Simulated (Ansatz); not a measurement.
**CH5FO2Ti: up Jacob's ladder to CCSD(T)**

The task here is to estimate one member of a computed series from the others.

Method: functionals in def2-TZVPP, the program's frozen cores in correlated methods; program: Ansatz 0.2.0, Gaussian basis.

Levels to be run: LDA (SPW92), PBE-D4, revPBE-D4, BLYP-D4, r2SCAN-D4, B97M-V, PBE0-D4, B3LYP-D4, r2SCANh-D4, r2SCAN0-D4, HSE06-D4, BHLYP-D4, CAM-B3LYP-D4, LC-ωPBE, ωB97X-V, ωB97M-V, B2PLYP, PBE-QIDH; CCSD(T)/def2-SVP; CCSD(T)/def2-TZVPP; MP2/def2-QZVPP; extrapolation to the limit; RPA on PBE.

## The relaxed structure

An earlier PBE0-D4 in a triple-zeta def2 set relaxation fixed the geometry.

SMILES `[CH3][Ti]([OH])([OH])[F]`, 10 atoms, charge 0, spin multiplicity 1.

Atoms are counted from 1 here; the program's logs count them from 0.

Bond lengths: C1–Ti2 2.059 Å, C1–H6 1.094 Å, C1–H7 1.094 Å, C1–H8 1.093 Å, Ti2–O3 1.786 Å, Ti2–O4 1.778 Å, Ti2–F5 1.766 Å, O3–H9 0.957 Å, O4–H10 0.956 Å. Angles: Ti2–C1–H6 109.0°, Ti2–C1–H7 109.4°, Ti2–C1–H8 110.1°, H6–C1–H7 109.6°, H6–C1–H8 109.4°, H7–C1–H8 109.4°, C1–Ti2–O3 105.5°, C1–Ti2–O4 105.5°, C1–Ti2–F5 105.8°, O3–Ti2–O4 113.1°, O3–Ti2–F5 112.4°, O4–Ti2–F5 113.8°, Ti2–O3–H9 136.3°, Ti2–O4–H10 144.0°.

Set-up of the first run:

The input, in.yaml:

```yaml
crystal:
  periodic: [false, false, false]
  atoms:
    - {symbol: C, position_ang: [-1.346000, -0.108256, -0.562884]}
    - {symbol: Ti, position_ang: [0.436704, 0.347194, 0.361551]}
    - {symbol: O, position_ang: [0.538612, -0.751331, 1.766487]}
    - {symbol: O, position_ang: [1.695259, 0.038833, -0.856402]}
    - {symbol: F, position_ang: [0.309387, 2.042057, 0.841564]}
    - {symbol: H, position_ang: [-2.163219, 0.037204, 0.149573]}
    - {symbol: H, position_ang: [-1.488793, 0.551477, -1.423625]}
    - {symbol: H, position_ang: [-1.339137, -1.147941, -0.900367]}
    - {symbol: H, position_ang: [1.065492, -1.510684, 2.014860]}
    - {symbol: H, position_ang: [2.374897, 0.450146, -1.387855]}
basis:
  gaussian: {orbitals: def2-TZVPP}
hamiltonian: {xc: lda}
output: {orbitals: {seedname: orbitals}}
```

Among the steps run: LDA; PBE-D4 (GGA); revPBE-D4 (GGA); BLYP-D4 (GGA); r2SCAN-D4 (meta-GGA); B97M-V (meta-GGA); PBE0-D4 (hybrid); B3LYP-D4 (hybrid); r2SCANh-D4 (hybrid); r2SCAN0-D4 (hybrid); HSE06-D4 (hybrid); BHLYP-D4 (hybrid); CAM-B3LYP-D4 (range-separated); LC-ωPBE-D4 (range-separated; the results give it without D4); ωB97X-V (range-separated); ωB97M-V (range-separated); B2PLYP (double hybrid); PBE-QIDH (double hybrid).

One of the session's tables, all rows but one given; the rest of the session is left out.

It belongs to the step «Frontier levels by functional». 

| functional | HOMO (eV) | LUMO (eV) | gap (eV) |
| --- | --- | --- | --- |
| LDA (SPW92) | -6.61 | -2.85 | 3.76 |
| PBE-D4 | -6.46 | -2.58 | 3.87 |
| revPBE-D4 | -6.39 | -2.49 | 3.90 |
| BLYP-D4 | -6.35 | -2.51 | 3.84 |
| r2SCAN-D4 | -6.77 | -2.44 | 4.33 |
| B97M-V | -6.87 | -2.41 | 4.46 |
| PBE0-D4 | -7.93 | -1.46 | 6.47 |
| B3LYP-D4 | -7.69 | -1.78 | 5.90 |
| r2SCANh-D4 | -7.32 | -2.02 | 5.30 |
| r2SCAN0-D4 | ? | ? | ? |
| HSE06-D4 | -7.52 | -1.84 | 5.67 |
| BHLYP-D4 | -9.29 | -0.17 | 9.12 |
| CAM-B3LYP-D4 | -9.37 | -0.30 | 9.07 |
| LC-ωPBE | -10.75 | 0.93 | 11.68 |
| ωB97X-V | -10.39 | 0.90 | 11.28 |
| ωB97M-V | -10.28 | 0.86 | 11.14 |

Q: Estimate the row for r2SCAN0-D4 from the others.

Worked estimate for «HOMO (eV)». Against the share of exact exchange, r2SCAN-D4 (0, -6.77), r2SCANh-D4 (0.1, -7.32) give a slope of -5.50 per unit share; at 0.25 the line stands at -8.14.

**Answer.** HOMO (eV): -8.14; LUMO (eV): -1.35; gap (eV): 6.78. In «HOMO (eV)» the line misses by 0.00.
